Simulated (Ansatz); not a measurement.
# In2Rh: the cost of one run

Method: DFT PBE, scalar-relativistic, plane waves, PAW, in Ansatz 0.2.0.

### 1 The starting structure

The structure is hexagonal, space group P-6m2 (No. 187). The conventional cell has a = 2.731 Å, b = 2.731 Å, c = 13.332 Å, α = 90.00°, β = 90.00°, γ = 120.00°. In (site symmetry 3m) has 3 Rh at 2.09 Å as nearest neighbours. Rh (site symmetry -6m2) is surrounded by 6 In at 2.09 Å.

Structure file:

```cif
data_structure
_symmetry_space_group_name_H-M 'P-6m2'
_symmetry_Int_Tables_number 187
_cell_length_a 2.7309
_cell_length_b 2.7309
_cell_length_c 13.3320
_cell_angle_alpha 90.000
_cell_angle_beta 90.000
_cell_angle_gamma 120.000
_cell_volume 86.11
loop_
_atom_site_label
_atom_site_type_symbol
_atom_site_symmetry_multiplicity
_atom_site_Wyckoff_symbol
_atom_site_fract_x
_atom_site_fract_y
_atom_site_fract_z
_atom_site_occupancy
In1 In 2 h 0.33333 0.66667 0.89683 1
Rh1 Rh 1 a 0.00000 0.00000 0.00000 1
```

A structure generator made this guess: species swapped into a database cell of Te2W (P-6m2, No. 187), with In on the Te sites and Rh on the W sites. Lengths come from tabulated atomic sizes and are only a guess.

### 2 The guess as it stands, on a coarse mesh

input.yaml reads:

```yaml
crystal:
  lattice:
    - [2.73091649, 0.0, 0.0]
    - [-1.36545825, 2.36504306, 0.0]
    - [0.0, 0.0, 13.33200058]
  atoms:
    - { symbol: In, position: [0.33333333, 0.66666667, 0.89683312] }
    - { symbol: In, position: [0.33333333, 0.66666667, 0.10316688] }
    - { symbol: Rh, position: [0.0, 0.0, 0.0] }
basis:
  ecutwfc: 420
kpoints:
  mp_grid: { grid: [6, 6, 2] }
hamiltonian:
  xc: pbe
scf:
  occupations: { method: gaussian, width: 0.1 }
  lower_state_search: "off"
output:
  forces: true
  stress: true
  eigenvalues: true
```

Launch:

```
$ ansatz run input.yaml --threads 1 --pin off --max-ram 2560MiB --backend cpu --events-out ev --progress --plain --runs-dir out
```

What time and memory should one allow on 1 thread of Arm Neoverse V2, shared host?

About 3.3 s, with a peak of 0.31 GiB.
